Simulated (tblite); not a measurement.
# C7H14OSi: the cost of one run

Computed with tblite 0.8.0 and PySCF 2.14.0, with density-fitted response routines of our own, on a single molecule in the gas phase. Atoms count from 0, in the outputs and in this text.

### 1 Starting geometry

23 atoms, charge 0, multiplicity 1; geometry from: force field or distance geometry start.

Bonds of the start (Å): C0–C1 1.34, C1–C2 1.51, C2–O3 1.36, O3–C4 1.37, C4–C5 1.53, C2–Si6 1.86, Si6–C7 1.85, C7–C8 1.52, C7–C2 1.53, C0–H9 1.09, C0–H10 1.09, C1–H11 1.08, C4–H12 1.12, C4–H13 1.08, C5–H14 1.11, C5–H15 1.14, C5–H16 1.10, Si6–H17 1.47, Si6–H18 1.47, C7–H19 1.11, C8–H20 1.10, C8–H21 1.12, C8–H22 1.10.

### 2 Geometry optimisation with GFN2-xTB

Job settings and geometry (Å):

```
{"job": {"kind": "relax", "xc": "GFN2-xTB", "basis": "xTB"}, "charge": 0, "multiplicity": 1}
C     -0.903000     2.611600    -0.174800
C     -0.637300     1.572400    -0.983300
C     -0.489400     0.244300    -0.285900
O      0.718900    -0.382200    -0.279900
C      1.747100     0.288500     0.333400
C      2.964100    -0.632800     0.206100
Si    -1.654800     0.093500     1.162200
C     -1.632900    -0.756400    -0.480600
C     -1.231500    -2.222600    -0.405500
H     -1.034700     2.497200     0.905200
H     -1.015100     3.580500    -0.658800
H     -0.518700     1.689500    -2.046800
H      2.004700     1.193900    -0.282300
H      1.591500     0.631900     1.344400
H      2.851700    -1.200600    -0.735400
H      2.890700    -1.384500     1.058000
H      3.909300    -0.073100     0.293100
H     -1.206700    -0.659100     2.348300
H     -2.675000     1.139100     1.351000
H     -2.390800    -0.491300    -1.241900
H     -1.288200    -2.714700    -1.391400
H     -0.153600    -2.261300    -0.094800
H     -1.851300    -2.736700     0.342600
```

Run with:

```bash
$ OMP_NUM_THREADS=1 python probes_run.py task.json out
```

This one command runs all jobs of the session in turn.

Q: Estimate the wall time and peak memory of this first job on 1 thread of Arm Neoverse V1, shared host.

About 1.4 s, with a peak of 0.18 GiB.
